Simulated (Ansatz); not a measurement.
# CH5BClGa: small, medium and large basis sets

How large a basis does CH5BClGa need? Two functionals are run in growing sets.

The runs use Ansatz 0.2.0, Gaussian basis; one geometry, several basis sets.

The runs, in order: PBE0-D4/def2-SVP; ωB97M-V/def2-SVP; PBE0-D4/def2-QZVPP; ωB97M-V/def2-QZVPP; the functionals' def2-TZVPP values are taken from earlier runs.

### 1 Structure used throughout

All runs share one geometry, relaxed beforehand with PBE0-D4 in a triple-zeta def2 set.

SMILES `B[CH](Cl)[GaH2]`, 9 atoms, charge 0, spin multiplicity 1.

Atoms are counted from 1 here; the program's logs count them from 0.

Bond lengths: B1–C2 1.482 Å, B1–H5 1.199 Å, B1–H6 1.194 Å, C2–Cl3 1.816 Å, C2–Ga4 2.066 Å, C2–H7 1.083 Å, Ga4–H8 1.556 Å, Ga4–H9 1.552 Å. Angles: C2–B1–H5 116.3°, C2–B1–H6 122.2°, H5–B1–H6 121.2°, B1–C2–Cl3 120.8°, B1–C2–Ga4 96.4°, B1–C2–H7 127.5°, Cl3–C2–Ga4 80.6°, Cl3–C2–H7 108.3°, Ga4–C2–H7 109.1°, C2–Ga4–H8 111.3°, C2–Ga4–H9 119.4°, H8–Ga4–H9 129.2°.

### 2 PBE0-D4 in def2-SVP

Input file in.yaml:

```yaml
crystal:
  periodic: [false, false, false]
  atoms:
    - {symbol: B, position_ang: [0.013809, 1.225515, -0.675131]}
    - {symbol: C, position_ang: [0.690062, -0.087981, -0.562002]}
    - {symbol: Cl, position_ang: [1.831597, -0.432769, 0.808215]}
    - {symbol: Ga, position_ang: [-0.639600, -0.917322, 0.784674]}
    - {symbol: H, position_ang: [-0.701064, 1.375939, -1.626035]}
    - {symbol: H, position_ang: [0.089241, 2.055945, 0.179476]}
    - {symbol: H, position_ang: [0.883447, -0.800730, -1.354545]}
    - {symbol: H, position_ang: [-0.787274, -2.450239, 0.562184]}
    - {symbol: H, position_ang: [-1.291719, -0.014760, 1.866168]}
basis:
  gaussian: {orbitals: def2-SVP}
hamiltonian: {xc: pbe0, dispersion: d4}
output: {orbitals: {seedname: orbitals}}
```

Run with:

```console
$ ansatz run in.yaml --threads 4 --pin off --events-out ev --progress --plain --max-ram 10444MiB
```

Further steps of the session: ωB97M-V in def2-SVP; PBE0-D4 in def2-QZVPP; ωB97M-V in def2-QZVPP.

**Question.** What will the summary of the whole plan be? Wanted: PBE0-D4: double and triple zeta above quadruple; ωB97M-V: double and triple zeta above quadruple.

As calculated:

| quantity | value |
| --- | --- |
| PBE0-D4: double and triple zeta above quadruple | 14.71, 1.66 eV |
| ωB97M-V: double and triple zeta above quadruple | 14.71, 1.60 eV |

**Reading.** For PBE0-D4 the step from double to triple zeta gains 13.05 eV and the next only 1.66 eV. Total energies overstate the basis error of differences, where much of it tends to cancel.
